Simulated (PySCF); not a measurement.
# SnHMe2(OEt): geometry, NMR shifts and electronic excitations

What NMR shifts and electronic excitations should SnHMe2(OEt) (`[H][Sn]([CH3])([CH3])[O]CC`) show?

Computed with PySCF 2.14.0, with density-fitted response routines of our own, on a single molecule in the gas phase. Atoms count from 0, in the outputs and in this text.

## Step 1: Starting geometry

18 atoms, charge 0, multiplicity 1; geometry from: GFN2-xTB. The atoms were then displaced at random by about 0.03 Å, so the start is not that level's minimum.

Bonds of the start (Å): Sn0–H1 1.71, Sn0–C2 2.08, Sn0–C6 2.24, Sn0–O10 2.00, C2–H3 1.21, C2–H4 1.09, C2–H5 1.10, C6–H7 1.09, C6–H8 1.08, C6–H9 1.13, O10–C11 1.39, C11–C12 1.59, C11–H13 1.03, C11–H14 1.09, C12–H15 1.10, C12–H16 1.00, C12–H17 1.06.

## Step 2: Relaxing the molecule at PBE0-D3(BJ)/def2-SVP

What the job is given:

```
{"job": {"xc": "PBE0", "basis": "def2-SVP", "d3": "d3bj", "grid": 1, "maxiter": 40, "shake": 0.03, "kind": "geom"}, "charge": 0, "multiplicity": 1}
Sn     0.535710     1.142100     0.504460
H      0.692850     1.483570     2.169400
C      2.292140     0.635820    -0.494820
H      3.173750     1.456310    -0.425110
H      2.136070     0.397310    -1.541960
H      2.760480    -0.223670    -0.000680
C     -0.693090     2.717630    -0.505310
H     -0.937720     2.362700    -1.503800
H     -0.169140     3.662810    -0.549510
H     -1.638640     2.905530     0.083420
O     -0.795490    -0.340570     0.314190
C     -0.570700    -1.640280     0.755790
C     -1.488730    -2.545820    -0.175110
H      0.417350    -1.935140     0.723400
H     -0.936620    -1.761980     1.777570
H     -1.328940    -3.554800     0.240940
H     -2.438740    -2.232400    -0.143990
H     -1.066870    -2.512190    -1.151160
```

Command:

```console
> OMP_NUM_THREADS=1 python probes_run.py task.json out
```

The driver reads the jobs from task.json and runs them one after another.

**Question.** This job is followed by: GIAO PBE0/pcSseg-1 Sn:def2-TZVP NMR shielding, non-relativistic, gas phase; TDDFT CAM-B3LYP/def2-SVPD, vertical, gas phase, core orbitals frozen in the response; GIAO KT2/pcSseg-1 Sn:def2-TZVP NMR shielding, non-relativistic, gas phase. Predict these results of the whole session: point group; rotational constants (main isotopes); ¹³C shifts against TMS (PBE0/def2-TZVP+pcSseg-1, means over atoms taken as alike); ¹H shifts against TMS (PBE0/def2-TZVP+pcSseg-1, means over atoms taken as alike); ¹⁷O shifts against H2O (PBE0/def2-TZVP+pcSseg-1); surface potential, 1st and 99th percentile; lowest singlet (CAM-B3LYP/def2-SVPD); brightest single state of those computed; lowest triplet; range of the shift of O10.

**Answer**, as computed:

| quantity | value |
| --- | --- |
| point group | C1 |
| rotational constants (main isotopes) | 3.49, 1.11, 0.95 GHz |
| ¹³C shifts against TMS (PBE0/def2-TZVP+pcSseg-1, means over atoms taken as alike) | 64.2, 22.2, -6.6 ppm |
| ¹H shifts against TMS (PBE0/def2-TZVP+pcSseg-1, means over atoms taken as alike) | 5.55, 3.74, 1.21, 0.34 ppm |
| ¹⁷O shifts against H2O (PBE0/def2-TZVP+pcSseg-1) | 39.4 ppm |
| surface potential, 1st and 99th percentile | -1.70 V and 1.35 V |
| lowest singlet (CAM-B3LYP/def2-SVPD) | 6.24 eV (199 nm), f = 0.006 |
| brightest single state of those computed | state 3, 7.09 eV, f = 0.107 |
| lowest triplet | 5.80 eV |
| range of the shift of O10 | 39.4 to 60.8 ppm |

**Reading.** The start was shaken at random, so part of the energy gained undoes that. Over 11 steps the energy fell by 0.876 eV; of the close pairs, C2–H3 changed most, 1.206 to 1.100 Å. At PBE0/def2-TZVP+pcSseg-1: The widest tensor belongs to C11: span 74 ppm, with a paramagnetic part of -124 ppm. The first singlet state (HOMO→LUMO+1 0.72, HOMO→LUMO+3 0.10) lies at 6.24 eV and is weak; of the 10 states computed, the strongest absorption comes from state 3 at 7.09 eV. The lowest triplet lies 0.44 eV below the lowest singlet (triplets in Tamm-Dancoff, singlets in full TDDFT). Spin-orbit coupling, left out, mixes singlets and triplets in elements this heavy. Across the 2 runs the shift of O10 moves most, between 39.4 (PBE0/def2-TZVP+pcSseg-1) and 60.8 ppm (KT2/def2-TZVP+pcSseg-1). Spin-orbit coupling is left out, which matters for shieldings and couplings at and beside the heavy atoms.
